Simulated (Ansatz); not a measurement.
Crystal: MnSb4.

```
Sb Mn
1.0
     3.08050    0.00000    0.00000
     0.00000    3.08050    0.00000
     0.00000    0.00000   14.99420
Sb Mn
4 1
Direct
  0.00000 0.00000 0.81968
  0.00000 0.00000 0.60055
  0.00000 0.00000 0.39945
  0.00000 0.00000 0.18032
  0.00000 0.00000 0.00000
```

The cell comes from a database or a generator and needn't be the stable form of this composition.

Base run:

```yaml
Program: Ansatz 0.2.0
Functional: LDA
Potentials_or_basis: Ansatz PAW
Cutoff: "420 eV (not typed: the program's choice for these potentials)"
k_mesh: 9 × 9 × 2
Occupations: fermi-dirac, width 0.05 eV
Spin: collinear spin, ferromagnetic start
Starting_moments: "[0.0, 0.0, 0.0, 0.0, 4.0] μB"
Hubbard_terms: Mn d U = 3 eV
```

Its results: band gap on the k mesh none (metal or under the smearing width); pressure -2.9 GPa; net moment 4.41 μB per cell; site moments Sb -0.03, +0.01; Mn +4.16 μB; largest force 0.217 eV/Å.

Problem. The run is repeated on the same cell with these changes: hubbard terms from Mn d U = 3 eV to Mn d U = 1 eV. What comes out?

Solution. Band gap on the k mesh none (metal or under the smearing width); pressure -3.8 GPa; net moment 4.18 μB per cell; site moments Sb -0.03, +0.00; Mn +3.96 μB; largest force 0.064 eV/Å.

Caveats: the magnetic or orbital state may not be the lowest; a cell with one magnetic atom can't hold antiferromagnetic order, which such compounds often take; the PAW data sets come from PBE, with cores solved anew for the run's functional, which leaves a small shift of forces and pressure; the U is typed as a test and isn't derived for this compound; the density of states is complete only up to the lowest level of the last band computed.
